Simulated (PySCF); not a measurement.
# [Pb(SH)3]+: other functionals and bases at one geometry

One table from this session's results is given with a row withheld; the runs are named, their logs left out.

Computed with PySCF 2.14.0. Level: several levels, as the steps say, no spin–orbit coupling.

2 further runs of the same task are left out: 2 for a known fault of the program.

**The starting structure**

7 atoms, charge 1, spin multiplicity 1.

Bond lengths: Pb1–S2 2.481 Å, Pb1–S4 2.481 Å, Pb1–S6 2.481 Å, S2–H3 1.360 Å, S4–H5 1.360 Å, S6–H7 1.360 Å. Angles: S2–Pb1–S4 120.0°, S2–Pb1–S6 120.0°, S4–Pb1–S6 120.0°, Pb1–S2–H3 93.2°, Pb1–S4–H5 93.2°, Pb1–S6–H7 93.2°.

As a file:

```xyz
7
charge 1, multiplicity 1
Pb    0.00000    0.00000    0.47783
S     2.42358    0.53007    0.47303
H     2.78797   -0.77985    0.47524
S    -1.67084    1.83384    0.47304
H    -0.71861    2.80438    0.47525
S    -0.75273   -2.36391    0.47305
H    -2.06936   -2.02453    0.47526
```

Formal oxidation states: Pb +4. An earlier session relaxed this geometry at B3LYP, Pb def2-SVP with ECP60, S def2-SVP, H def2-SVP (singlet, point group C3h).

At B3LYP on the finer grid: E = -1388.758429 Eh, HOMO -12.32 eV, LUMO -9.07 eV, Mulliken charge on Pb1 +0.69 e, largest force component 0.009 eV/Å. 

Levels to run: BP86; wB97X; PBE; BLYP; B3LYP, TZVP; B3LYP, x2c-SVP. Hardware: 2 threads of Arm Neoverse V2, shared host.

The first run:

run.py (the lines that set the calculation)

```python
mol = gto.M(atom='''
Pb     0.00000     0.00000     0.47783
S      2.42358     0.53007     0.47303
H      2.78797    -0.77985     0.47524
S     -1.67084     1.83384     0.47304
H     -0.71861     2.80438     0.47525
S     -0.75273    -2.36391     0.47305
H     -2.06936    -2.02453     0.47526''',
    basis={'Pb': 'def2-SVP', 'S': 'def2-SVP', 'H': 'def2-SVP'},
    ecp={'Pb': 'def2-SVP'},
    charge=1, spin=0)
mf = dft.RKS(mol, xc='B88,P86')
mf.grids.atom_grid = (75, 302)
mf = mf.density_fit()  # fitting sets: Pb def2-universal-JKFIT, S def2-universal-JKFIT, H def2-universal-JKFIT
mf.conv_tol = 1e-08; mf.max_cycle = 55
mf.kernel(dm0)  # dm0: the density of the relaxed state
```

Launch:

```bash
OMP_NUM_THREADS=2 python run.py
```

Steps of the session up to this table: BP86; wB97X; PBE; BLYP; B3LYP, TZVP; B3LYP, x2c-SVP.

One of the session's tables, all rows but one given; the rest of the session is left out.

```
               level  HOMO (eV)  gap (eV)  charge on Pb1 (e)  largest force component (eV/Å)
B3LYP (relaxed here)     -12.32      3.25               0.69                            0.01
                BP86     -11.50      1.75               0.65                            0.28
               wB97X     -15.01      7.88               0.75                            0.73
                 PBE          ?         ?                  ?                               ?
                BLYP     -11.15      1.74               0.62                            0.45
         B3LYP, TZVP     -12.38      3.29               0.83                            0.38
      B3LYP, x2c-SVP     -12.32      3.23               0.74                            0.15
```

**Question.** Estimate the row for PBE.

**Answer.** HOMO (eV): -11.39; gap (eV): 1.77; charge on Pb1 (e): 0.66; largest force component (eV/Å): 0.26. In the column «HOMO (eV)» it lies between BP86 (-11.50) and BLYP (-11.15).

In one basis the HOMO–LUMO gap runs from 1.74 eV (BLYP) to 7.88 eV (wB97X). The largest leftover force, 0.73 eV/Å with wB97X, stands at a geometry relaxed at another level. Total energies of different levels can't be compared.
